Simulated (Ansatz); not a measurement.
**CHBrGaN: basis-set convergence**

One table from this session's results is given with a row withheld; the runs are named, their logs left out.

Method: one geometry, several basis sets; program: Ansatz 0.2.0, Gaussian basis.

Levels to be run: PBE0-D4/def2-SVP; ωB97M-V/def2-SVP; PBE0-D4/def2-QZVPP; ωB97M-V/def2-QZVPP; the functionals' def2-TZVPP values are taken from earlier runs.

### Structure used throughout

All runs share one geometry, relaxed beforehand with PBE0-D4 in a triple-zeta def2 set.

5 atoms, charge 0, spin multiplicity 1.

Atoms are counted from 1 here; the program's logs count them from 0.

Bond lengths: Br1–Ga2 2.426 Å, C3–N4 1.146 Å, C3–H5 1.069 Å. Angles: N4–C3–H5 179.2°.

The first run:

File in.yaml:

```yaml
crystal:
  periodic: [false, false, false]
  atoms:
    - {symbol: Br, position_ang: [-1.984490, -1.206313, 0.135364]}
    - {symbol: Ga, position_ang: [-0.875280, -0.173311, 2.029188]}
    - {symbol: C, position_ang: [0.967846, 0.429316, -0.760704]}
    - {symbol: N, position_ang: [1.246408, 0.796425, 0.288899]}
    - {symbol: H, position_ang: [0.695315, 0.080182, -1.734147]}
basis:
  gaussian: {orbitals: def2-SVP}
hamiltonian: {xc: pbe0, dispersion: d4}
output: {orbitals: {seedname: orbitals}}
```

The run is started by

```sh
> ansatz run in.yaml --threads 2 --pin off --events-out ev --progress --plain --max-ram 4352MiB
```

Steps of the session up to this table: PBE0-D4 in def2-SVP; ωB97M-V in def2-SVP; PBE0-D4 in def2-QZVPP; ωB97M-V in def2-QZVPP.

One of the session's tables, all rows but one given; the rest of the session is left out.

It belongs to the step «Density functionals: the series». 

| functional | basis | HOMO (eV) | LUMO (eV) |
| --- | --- | --- | --- |
| PBE0-D4 | def2-SVP | -6.94 | -1.52 |
| PBE0-D4 | def2-TZVPP | -7.02 | -1.58 |
| PBE0-D4 | def2-QZVPP | ? | ? |
| ωB97M-V | def2-SVP | -8.93 | 0.23 |
| ωB97M-V | def2-TZVPP | -9.04 | 0.14 |
| ωB97M-V | def2-QZVPP | -9.07 | 0.00 |

**Question.** Estimate the row for PBE0-D4, def2-QZVPP.

As computed: HOMO (eV): -7.04; LUMO (eV): -1.62. In the column «HOMO (eV)» it lies between ωB97M-V, def2-SVP (-8.93) and PBE0-D4, def2-TZVPP (-7.02).
